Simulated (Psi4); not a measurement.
# C2HF3O2 (trifluoroacetic acid), step by step

We compute a geometry optimisation (singlet C2HF3O2, BP86/STO-3G), then a single-point energy (doublet [C2HF3O2]+, UBP86/STO-3G), then a geometry optimisation (doublet [C2HF3O2]+, UBP86/STO-3G), then a single-point energy (singlet C2HF3O2, BP86/STO-3G) of C2HF3O2. 

Program for the calculation: Psi4 1.11.

## Step 1: The structure to begin with

C2HF3O2 has 8 atoms, charge 0, and is taken as a singlet. As SMILES, `O=C(O)C(F)(F)F`. The coordinates come from a PBE0-D4/def2-TZVP relaxation. This is one conformer, not always the lowest. The run starts from this shape.

Bond lengths: O1–C2 1.191 Å, C2–O3 1.327 Å, C2–C4 1.545 Å, C4–F5 1.320 Å, C4–F6 1.332 Å, C4–F7 1.332 Å, O3–H8 0.968 Å. Angles: O1–C2–O3 126.5°, O1–C2–C4 123.5°, O3–C2–C4 109.9°, C2–C4–F5 110.3°, C2–C4–F6 110.3°, C2–C4–F7 110.3°, F5–C4–F6 108.7°, F5–C4–F7 108.7°, F6–C4–F7 108.4°, C2–O3–H8 107.7°.

## Step 2: A structure relaxation at BP86/STO-3G (density fitting) (run 1)

Input file calc.py:

```python
import psi4

psi4.set_memory('1600 MB')
psi4.set_num_threads(1)
psi4.set_output_file('c2hf3o2.out', False)

m = psi4.geometry("""
O      1.701390    -0.309410     0.229740
C      0.511460    -0.349980     0.214300
O     -0.253260    -1.304740     0.729890
C     -0.371350     0.741370    -0.431300
F      0.382180     1.695120    -0.946090
F     -1.180850     1.279960     0.479630
F     -1.119800     0.216820    -1.400730
H      0.330230    -1.969150     1.124540
units angstrom
""")

psi4.set_options(dict(reference='rks'))

e = psi4.optimize('bp86/STO-3G', molecule=m)
print(f'total energy {e:.8f} hartree = {e * 27.211386:.5f} eV')
m.save_xyz_file('final.xyz', False)
for k, v in sorted(psi4.core.scalar_variables().items()):
    print(f'{k:45s} {v:18.10f}')
```

Launch:

```bash
python calc.py
```

c2hf3o2.out:

```text
[...]
  Running in c1 symmetry.
[...]
  Nuclear repulsion =  338.099795766423540
[...]
  Multiplicity = 1
[...]
  Nalpha       = 28
  Nbeta        = 28
[...]
    Number of basis functions: 36
[...]
   @DF-RKS iter   1:  -519.18862785123201   -1.19267e+00   1.38276e-02 DIIS/ADIIS
[...]
   @DF-RKS iter   9:  -519.39754041813649   -1.13687e-13   1.53856e-09 DIIS
[...]
  @DF-RKS Final Energy:  -519.39754041813649
   => Energetics <=
    Nuclear Repulsion Energy =            316.7499064228699126
    One-Electron Energy =               -1353.5904099376914473
    Two-Electron Energy =                 577.3497826217974307
    DFT Exchange-Correlation Energy =     -59.9068195251122546
    Empirical Dispersion Energy =           0.0000000000000000
    VV10 Nonlocal Energy =                  0.0000000000000000
    Total Energy =                       -519.3975404181364866
[...]
 Multipole Moments:
 ------------------------------------------------------------------------------------
     Multipole            Electronic (a.u.)      Nuclear  (a.u.)        Total (a.u.)
 ------------------------------------------------------------------------------------
 L = 1.  Multiply by 2.5417464519 to convert [e a0] to [Debye]
 Dipole X            :         -2.2221920            2.1154127           -0.1067793
 Dipole Y            :          4.0874217           -4.4851859           -0.3977643
 Dipole Z            :         -2.3836783            2.6054254            0.2217471
 Magnitude           :                                                    0.4677500
[...]
  -Total Gradient:
     Atom            X                  Y                   Z
    ------   -----------------  -----------------  -----------------
       1       -0.000038472388     0.000057278031    -0.000017381851
       2        0.000063912140     0.000102361078    -0.000098972328
       3        0.000015625547    -0.000146661974     0.000093841706
       4       -0.000027828587    -0.000004744274     0.000018034220
       5       -0.000033492690     0.000002528483    -0.000007359109
       6        0.000072386746     0.000005372370    -0.000172834079
       7        0.000069662936     0.000148342149     0.000092207138
       8       -0.000073935672     0.000104887655    -0.000059679176
[...]
    Final optimized geometry and variables:
    Molecular point group: c1
    Full point group: C1
    Geometry (in Angstrom), charge = 0, multiplicity = 1:
    O            1.930455538115    -0.736897053081     0.478329608659
    C            0.670974427603    -0.711543931100     0.423752267895
    O           -0.189558142519    -1.724899564063     0.970132703068
    C           -0.297238999537     0.448758145674    -0.263416693023
    F            0.512932595414     1.464648172976    -0.810951202829
    F           -1.153431703112     1.015231868456     0.708467868347
    F           -1.088191166633    -0.114428344665    -1.290918686101
    H            0.508048935155    -2.391435807782     1.369637989184
[...]
```

On the terminal:

```text
Optimizer: Optimization complete!
total energy -519.39754042 hartree = -14133.52696 eV
CURRENT ENERGY                                   -519.3975404181
CURRENT REFERENCE ENERGY                         -519.3975404181
DD SOLVATION ENERGY                                 0.0000000000
DFT FUNCTIONAL TOTAL ENERGY                      -519.3975404181
DFT TOTAL ENERGY                                 -519.3975404181
DFT VV10 ENERGY                                     0.0000000000
DFT XC ENERGY                                     -59.9068195251
GRID ELECTRONS ALPHA                               27.9999899248
GRID ELECTRONS BETA                                27.9999899248
GRID ELECTRONS TOTAL                               55.9999798497
NUCLEAR REPULSION ENERGY                          316.7499064229
ONE-ELECTRON ENERGY                             -1353.5904099377
OPTIMIZATION ITERATIONS                             7.0000000000
PCM POLARIZATION ENERGY                             0.0000000000
PE ENERGY                                           0.0000000000
SCF ITERATION ENERGY                             -519.3975404181
SCF ITERATIONS                                      9.0000000000
SCF TOTAL ENERGY                                 -519.3975404181
TWO-ELECTRON ENERGY                               577.3497826218
XC GRID RADIAL POINTS                              75.0000000000
XC GRID SPHERICAL POINTS                          302.0000000000
XC GRID TOTAL POINTS                           170083.0000000000
```

It took 15 s on 1 thread of Intel Xeon 6975P-C (Granite Rapids), shared host; peak memory 0.41 GiB.

The path in brief:

| step | energy from the first frame kept (eV) | largest force (eV/Å) |
| --- | --- | --- |
| 0 | 0.0000 | 7.8797 |
| 1 | -1.4376 | 1.4721 |
| 2 | -1.4809 | 0.6559 |
| 3 | -1.4870 | 0.2049 |
| 4 | -1.4878 | 0.0394 |
| 5 | -1.4875 | 0.0961 |
| 6 | -1.4879 | 0.0097 |

After the run. Bond lengths: O1–C2 1.261 Å, C2–O3 1.437 Å, C2–C4 1.660 Å, C4–F5 1.410 Å, C4–F6 1.414 Å, C4–F7 1.414 Å, O3–H8 1.044 Å. Angles: O1–C2–O3 124.6°, O1–C2–C4 127.9°, O3–C2–C4 107.5°, C2–C4–F5 109.2°, C2–C4–F6 110.4°, C2–C4–F7 110.4°, F5–C4–F6 109.0°, F5–C4–F7 109.0°, F6–C4–F7 108.7°, C2–O3–H8 101.3°.

## Step 3: The doublet cation: the energy at UBP86/STO-3G (density fitting) (run 2)

Input file job.in:

```
memory 1.6 GB

molecule {
  1 2
  O      1.831581    -0.407623     0.288887
  C      0.572100    -0.382270     0.234310
  O     -0.288433    -1.395625     0.780690
  C     -0.396114     0.778033    -0.452859
  F      0.414058     1.793923    -1.000394
  F     -1.252306     1.344506     0.519025
  F     -1.187066     0.214846    -1.480361
  H      0.409174    -2.062161     1.180196
  symmetry c1
}

set basis STO-3G
set reference uks

energy("bp86")
```

Launch:

```bash
psi4 -i job.in -o job.out -n 1
```

job.out:

```text
[...]
  Running in c1 symmetry.
[...]
  Nuclear repulsion =  316.749908454398337
[...]
  Multiplicity = 2
[...]
  Nalpha       = 28
  Nbeta        = 27
[...]
    Number of basis functions: 36
[...]
   @DF-UKS iter   1:  -518.97039937547845   -1.57831e+00   1.41072e-02 DIIS/ADIIS
[...]
   @DF-UKS iter  13:  -519.13752673070769   -7.93993e-08   7.87733e-07 DIIS
[...]
   @S^2 Observed:                7.527975985E-01
[...]
    Orbital Energies [Eh]
    ---------------------
    Alpha Occupied:
       1A    -24.350094     2A    -24.349924     3A    -24.340794
       4A    -18.956957     5A    -18.937486     6A    -10.207499
       7A    -10.160400     8A     -1.354591     9A     -1.284047
      10A     -1.281011    11A     -1.258878    12A     -1.182982
      13A     -0.863504    14A     -0.740156    15A     -0.681891
      16A     -0.655492    17A     -0.650229    18A     -0.631942
      19A     -0.592441    20A     -0.566898    21A     -0.499676
      22A     -0.474806    23A     -0.472782    24A     -0.462241
      25A     -0.456523    26A     -0.455234    27A     -0.443157
      28A     -0.440581
    Alpha Virtual:
[...]
  @DF-UKS Final Energy:  -519.13752673070769
   => Energetics <=
    Nuclear Repulsion Energy =            316.7499084543983372
    One-Electron Energy =               -1336.5672250474781322
    Two-Electron Energy =                 559.8089282300595642
    DFT Exchange-Correlation Energy =     -59.1291383676874815
    Empirical Dispersion Energy =           0.0000000000000000
    VV10 Nonlocal Energy =                  0.0000000000000000
    Total Energy =                       -519.1375267307076911
  UHF NO Occupations:
  HONO-2 :   26  A 1.9994657
  HONO-1 :   27  A 1.9994429
[...]
 Multipole Moments:
 ------------------------------------------------------------------------------------
     Multipole            Electronic (a.u.)      Nuclear  (a.u.)        Total (a.u.)
 ------------------------------------------------------------------------------------
 L = 1.  Multiply by 2.5417464519 to convert [e a0] to [Debye]
 Dipole X            :         -1.6918488            2.1154122            0.4235635
 Dipole Y            :          3.4967742           -4.4851857           -0.9884115
 Dipole Z            :         -2.0326561            2.6054262            0.5727701
 Magnitude           :                                                    1.2183714
[...]
```

Run time: 3.6 s. Hardware: 1 thread of Intel Xeon 6975P-C (Granite Rapids), shared host; peak memory 0.36 GiB.

## Step 4: The doublet cation: a structure relaxation at UBP86/STO-3G (density fitting) (run 3)

Input file run.py:

```python
import psi4

psi4.set_memory(1600000000)
psi4.set_num_threads(1)
psi4.set_output_file('run.log', False)

molecule = psi4.geometry("""
1 2
O
C 1 1.260918
O 2 1.437337 1 124.5683
C 2 1.660103 1 127.9178 3 179.96858
F 4 1.410037 2 109.21959 1 -0.04275
F 4 1.413688 5 109.04124 2 120.73077
F 4 1.413699 5 109.04173 6 118.5383
H 3 1.044285 2 101.27247 1 -0.01111
units angstrom
symmetry c1
""")

options = {'basis': 'STO-3G', 'reference': 'uks'}
psi4.set_options(options)

e, wfn = psi4.optimize('bp86', molecule=molecule, return_wfn=True)
print(f'total energy {e:.8f} hartree = {e * 27.211386:.5f} eV')
print(molecule.to_string(dtype='xyz', units='Angstrom'))
for k, v in sorted(psi4.core.scalar_variables().items()):
    print(f'{k:45s} {v:18.10f}')
```

Launch:

```bash
python run.py
```

run.log:

```text
[...]
  Running in c1 symmetry.
[...]
  Nuclear repulsion =  316.749934153224558
[...]
  Multiplicity = 2
[...]
  Nalpha       = 28
  Nbeta        = 27
[...]
    Number of basis functions: 36
[...]
WARNING  [psi4.optking.displace:426] 	Previous geometry is closer to target in internal coordinates, so using that one.
WARNING  [psi4.optking.displace:429] 	Best geometry has RMS(Delta(q)) = 3.24e-04
[...]
 Multipole Moments:
 ------------------------------------------------------------------------------------
     Multipole            Electronic (a.u.)      Nuclear  (a.u.)        Total (a.u.)
 ------------------------------------------------------------------------------------
 L = 1.  Multiply by 2.5417464519 to convert [e a0] to [Debye]
 Dipole X            :         -0.0049965            0.0046584           -0.0003381
 Dipole Y            :          4.1524913           -5.3644810           -1.2119897
 Dipole Z            :          1.3107379           -1.5210386           -0.2103007
 Magnitude           :                                                    1.2300998
[...]
  -Total Gradient:
     Atom            X                  Y                   Z
    ------   -----------------  -----------------  -----------------
       1        0.000076536657     0.000002852117    -0.000004665178
       2        0.000029279121    -0.000021657688    -0.000011026781
       3       -0.000015389202     0.000034571846     0.000037884143
       4        0.000033721469    -0.000007924466    -0.000032923333
       5       -0.000049964205     0.000002342405     0.000045349264
       6       -0.000088616658    -0.000008514091     0.000040141401
       7       -0.000025759765     0.000021579686    -0.000055013443
       8        0.000013711198     0.000005843092    -0.000003485568
[...]
    Final optimized geometry and variables:
    Molecular point group: c1
    Full point group: C1
    Geometry (in Angstrom), charge = 1, multiplicity = 2:
    O
    C             1    1.276987
    O             2    1.383195      1  134.403023
    C             2    1.837419      1  119.158767      3 -179.932512
    F             4    1.385208      2  105.548990      1  -57.458452
    F             4    1.388861      5  113.600262      2  113.027693
    F             4    1.386189      5  113.812115      6  131.916813
    H             3    1.048864      2  105.333396      1   -0.062532
```

On the terminal:

```text
Optimizer: Optimization complete!
total energy -519.14904773 hartree = -14126.76513 eV
8
1 2 C2F3HO2
O                     0.001820042240    -0.969087421723    -1.870321192185
C                     0.001820042240    -0.969087421723    -0.593333980215
O                     0.001820042240    -1.957291282707     0.374488865349
C                    -0.000069964853     0.635480016391     0.301914290471
F                     1.124130750880     1.310828360310    -0.144043737228
F                     0.066324231396     0.267779115484     1.639569895729
F                    -1.194662991162     1.247739661394    -0.043926882551
H                     0.000716076876    -2.863211283675    -0.154115685149

CURRENT ENERGY                                   -519.1490477284
CURRENT REFERENCE ENERGY                         -519.1490477284
DD SOLVATION ENERGY                                 0.0000000000
DFT FUNCTIONAL TOTAL ENERGY                      -519.1490477284
DFT TOTAL ENERGY                                 -519.1490477284
DFT VV10 ENERGY                                     0.0000000000
DFT XC ENERGY                                     -59.1263392847
GRID ELECTRONS ALPHA                               27.9999949745
GRID ELECTRONS BETA                                26.9999949626
GRID ELECTRONS TOTAL                               54.9999899371
NUCLEAR REPULSION ENERGY                          315.6762029096
ONE-ELECTRON ENERGY                             -1334.5196033726
OPTIMIZATION ITERATIONS                            29.0000000000
PCM POLARIZATION ENERGY                             0.0000000000
PE ENERGY                                           0.0000000000
SCF ITERATION ENERGY                             -519.1490477284
SCF ITERATIONS                                      9.0000000000
SCF TOTAL ENERGY                                 -519.1490477284
TWO-ELECTRON ENERGY                               558.8206920194
XC GRID RADIAL POINTS                              75.0000000000
XC GRID SPHERICAL POINTS                          302.0000000000
XC GRID TOTAL POINTS                           170106.0000000000
```

Wall time 88 s (1 thread of Intel Xeon 6975P-C (Granite Rapids), shared host); peak memory 0.41 GiB.

Step by step:

| step | energy from the first frame kept (eV) | largest force (eV/Å) |
| --- | --- | --- |
| 0 | 0.0000 | 3.0094 |
| 2 | -0.2768 | 0.9128 |
| 4 | -0.1012 | 1.5821 |
| 6 | -0.2744 | 0.3003 |
| 8 | -0.2824 | 0.4471 |
| 10 | -0.2946 | 0.3393 |
| 12 | -0.2996 | 0.0089 |
| 14 | -0.3001 | 0.0482 |
| 16 | -0.3009 | 0.1965 |
| 18 | -0.1555 | 1.6642 |
| 20 | -0.3096 | 0.1787 |
| 22 | -0.2795 | 0.7872 |
| 24 | -0.3124 | 0.1269 |
| 26 | -0.3133 | 0.0556 |
| 28 | -0.3135 | 0.0050 |

After the run. Bond lengths: O1–C2 1.277 Å, C2–O3 1.383 Å, C4–F5 1.385 Å, C4–F6 1.389 Å, C4–F7 1.386 Å, O3–H8 1.049 Å. Angles: O1–C2–O3 134.4°, F5–C4–F6 113.6°, F5–C4–F7 113.8°, F6–C4–F7 113.5°, C2–O3–H8 105.3°. A long bond or contact: C2–C4 1.837 Å.

## Step 5: A single-point energy at BP86/STO-3G (density fitting) (run 4)

Input file calc.inp:

```
memory 1.6 GB

molecule {
  O      1.731655    -0.550576     0.369362
  C      0.456123    -0.524900     0.314089
  O     -0.548950    -1.365212     0.757860
  C     -0.375780     0.888201    -0.514884
  F      0.064654     2.020568     0.150370
  F     -1.728026     0.627888    -0.334321
  F      0.026610     0.825503    -1.839901
  H     -0.056075    -2.164567     1.225002
  symmetry c1
}

set basis STO-3G

E = energy('bp86')
```

Launch:

```bash
psi4 -n 1 calc.inp calc.out
```

calc.out:

```text
[...]
  Running in c1 symmetry.
[...]
  Nuclear repulsion =  315.676202283160478
[...]
  Multiplicity = 1
[...]
  Nalpha       = 28
  Nbeta        = 28
[...]
    Number of basis functions: 36
[...]
   @DF-RKS iter   1:  -519.22618706101275   -1.80543e+00   1.32833e-02 ADIIS/DIIS
[...]
   @DF-RKS iter  10:  -519.37971521060729   -2.05017e-08   1.25613e-07 DIIS
[...]
    Orbital Energies [Eh]
    ---------------------
    Doubly Occupied:
       1A    -24.018375     2A    -24.017428     3A    -24.010291
       4A    -18.613582     5A    -18.513549     6A     -9.884503
       7A     -9.787483     8A     -1.069922     9A     -1.001904
      10A     -0.998375    11A     -0.932628    12A     -0.847114
      13A     -0.521173    14A     -0.464881    15A     -0.367386
      16A     -0.365886    17A     -0.357987    18A     -0.320285
      19A     -0.276318    20A     -0.245021    21A     -0.185625
      22A     -0.184699    23A     -0.174037    24A     -0.171594
      25A     -0.167726    26A     -0.160365    27A     -0.150108
      28A     -0.074627
[...]
  @DF-RKS Final Energy:  -519.37971521060729
   => Energetics <=
    Nuclear Repulsion Energy =            315.6762022831604781
    One-Electron Energy =               -1351.4719539263783190
    Two-Electron Energy =                 576.3107778161709120
    DFT Exchange-Correlation Energy =     -59.8947413835602873
    Empirical Dispersion Energy =           0.0000000000000000
    VV10 Nonlocal Energy =                  0.0000000000000000
    Total Energy =                       -519.3797152106072872
[...]
 Multipole Moments:
 ------------------------------------------------------------------------------------
     Multipole            Electronic (a.u.)      Nuclear  (a.u.)        Total (a.u.)
 ------------------------------------------------------------------------------------
 L = 1.  Multiply by 2.5417464519 to convert [e a0] to [Debye]
 Dipole X            :         -1.6437806            1.3109815           -0.3327991
 Dipole Y            :          4.3167348           -4.6955770           -0.3788422
 Dipole Z            :         -2.5020222            2.7063107            0.2042885
 Magnitude           :                                                    0.5440684
[...]
```

It took 2.5 s on 1 thread of Intel Xeon 6975P-C (Granite Rapids), shared host; peak memory 0.36 GiB.

## Step 6: Summary of results

| quantity | value |
| --- | --- |
| run 1, BP86/STO-3G: total energy at the end | -519.39754 Eh |
| run 1, BP86/STO-3G: dipole moment | 1.19 D |
| run 1, BP86/STO-3G: HOMO energy | -2.85 eV |
| run 1, BP86/STO-3G: LUMO energy | 1.18 eV |
| run 1, BP86/STO-3G: HOMO–LUMO gap | 4.03 eV |
| doublet cation, run 2: total energy | -519.13753 Eh |
| doublet cation, run 2: HOMO energy (highest over α and β) | -11.88 eV |
| doublet cation, run 2: LUMO energy (lowest over α and β) | -11.21 eV |
| doublet cation, run 2: ⟨S²⟩ | 0.753 |
| doublet cation, run 3: total energy at the end | -519.14905 Eh |
| doublet cation, run 3: HOMO energy (highest over α and β) | -11.37 eV |
| doublet cation, run 3: LUMO energy (lowest over α and β) | -10.45 eV |
| run 4, BP86/STO-3G: total energy | -519.37972 Eh |
| run 4, BP86/STO-3G: dipole moment | 1.38 D |
| run 4, BP86/STO-3G: HOMO energy | -2.03 eV |
| run 4, BP86/STO-3G: LUMO energy | 1.89 eV |
| run 4, BP86/STO-3G: HOMO–LUMO gap | 3.92 eV |
| adiabatic ionisation energy (to the doublet cation, no zero-point term) | 6.762 eV |

The adiabatic ionisation energy (to the doublet cation, no zero-point term) is 6.76 eV (156 kcal/mol). In a minimal basis such a difference can be off by several eV, whatever the method. The optimisation (run 1, BP86/STO-3G) took 7 steps and changed the energy by -1.488 eV. The optimisation (doublet cation, run 3) took 29 steps and changed the energy by -0.314 eV.
